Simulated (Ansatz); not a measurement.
**CH7AlOSSi: a ladder of functionals and wavefunction methods**

Aim: compute CH7AlOSSi with functionals from several rungs and with coupled cluster, and see how far each lands from CCSD(T) at the basis-set limit for the atomisation energy.

Program: Ansatz 0.2.0, Gaussian basis. Level of theory: functionals in def2-TZVPP, the program's frozen cores in correlated methods. These are calculated values, not measurements.

Levels to be run: PBE-D4, r2SCAN-D4, PBE0-D4, B3LYP-D4, ωB97X-V, ωB97M-V, B2PLYP; CCSD(T)/def2-TZVPP; MP2/def2-QZVPP; extrapolation to the limit.

### 1 The geometry

An earlier PBE0-D4 in a triple-zeta def2 set relaxation fixed the geometry.

SMILES `C[O][AlH][S][SiH3]`, 12 atoms, charge 0, spin multiplicity 1.

Atoms are counted from 1 here; the program's logs count them from 0.

Bond lengths: C1–O2 1.391 Å, C1–H6 1.094 Å, C1–H7 1.095 Å, C1–H8 1.095 Å, O2–Al3 1.666 Å, Al3–S4 2.185 Å, Al3–H9 1.569 Å, S4–Si5 2.134 Å, Si5–H10 1.485 Å, Si5–H11 1.483 Å, Si5–H12 1.486 Å. Angles: O2–C1–H6 109.6°, O2–C1–H7 112.0°, O2–C1–H8 110.9°, H6–C1–H7 108.1°, H6–C1–H8 108.1°, H7–C1–H8 108.1°, C1–O2–Al3 150.9°, O2–Al3–S4 124.1°, O2–Al3–H9 118.2°, S4–Al3–H9 117.7°, Al3–S4–Si5 101.3°, S4–Si5–H10 111.6°, S4–Si5–H11 106.8°, S4–Si5–H12 111.6°, H10–Si5–H11 109.2°, H10–Si5–H12 108.5°, H11–Si5–H12 109.1°.

### 2 PBE-D4 (GGA)

Contents of in.yaml:

```yaml
crystal:
  periodic: [false, false, false]
  atoms:
    - {symbol: C, position_ang: [-1.711014, 0.532140, 0.557881]}
    - {symbol: O, position_ang: [-0.602489, 1.370704, 0.494180]}
    - {symbol: Al, position_ang: [1.021618, 1.617691, 0.217896]}
    - {symbol: S, position_ang: [2.406085, 0.056415, -0.431673]}
    - {symbol: Si, position_ang: [1.082733, -1.596991, -0.690642]}
    - {symbol: H, position_ang: [-2.477405, 0.984301, 1.194806]}
    - {symbol: H, position_ang: [-1.458898, -0.449353, 0.973696]}
    - {symbol: H, position_ang: [-2.142808, 0.379176, -0.436664]}
    - {symbol: H, position_ang: [1.599158, 3.059889, 0.437478]}
    - {symbol: H, position_ang: [-0.062278, -1.248556, -1.570158]}
    - {symbol: H, position_ang: [1.872224, -2.681859, -1.322746]}
    - {symbol: H, position_ang: [0.550076, -2.078757, 0.609847]}
basis:
  gaussian: {orbitals: def2-TZVPP}
hamiltonian: {xc: pbe, dispersion: d4}
output: {forces: true, orbitals: {seedname: orbitals}}
```

On the command line:

```
ansatz run in.yaml --threads 4 --pin off --events-out ev --progress --plain --max-ram 10444MiB
```

After this run come: r2SCAN-D4 (meta-GGA); PBE0-D4 (hybrid); B3LYP-D4 (hybrid); ωB97X-V (range-separated); ωB97M-V (range-separated); B2PLYP (double hybrid); CCSD(T) in def2-TZVPP; MP2 in def2-QZVPP.

**Question.** What will the summary of the whole plan be? Wanted: atomisation energy, CCSD(T)/CBS; farthest; mean size of error, hybrid; mean size of error, range-separated; gap, smallest and largest; T1 diagnostic; triples share of the correlation energy.

As calculated:

| quantity | value |
| --- | --- |
| atomisation energy, CCSD(T)/CBS | 971.2 kcal/mol |
| functionals within 4.9 kcal/mol (0.5 %) | PBE-D4, r2SCAN-D4, ωB97X-V, ωB97M-V |
| farthest | B2PLYP (-16.4 kcal/mol) |
| mean size of error, hybrid | 8.2 kcal/mol |
| mean size of error, range-separated | 2.0 kcal/mol |
| gap, smallest and largest | 4.92 eV (PBE-D4), 11.09 eV (ωB97X-V) |
| T1 diagnostic | 0.0121 |
| triples share of the correlation energy | 3.7 % |

**Reading.** PBE-D4 is off by -0.5 kcal/mol. Double hybrids carry the basis error of their MP2 part in triple zeta, and no dispersion term here, so their miss is partly the set-up's. The reference freezes the cores and leaves out relativity and excitations past (T), so misses under about 4.9 kcal/mol can't be ranked. Hartree-Fock recovers 74 % of the binding; the rest is correlation. Orbital gaps span 4.9 to 11.1 eV; exact exchange widens them.
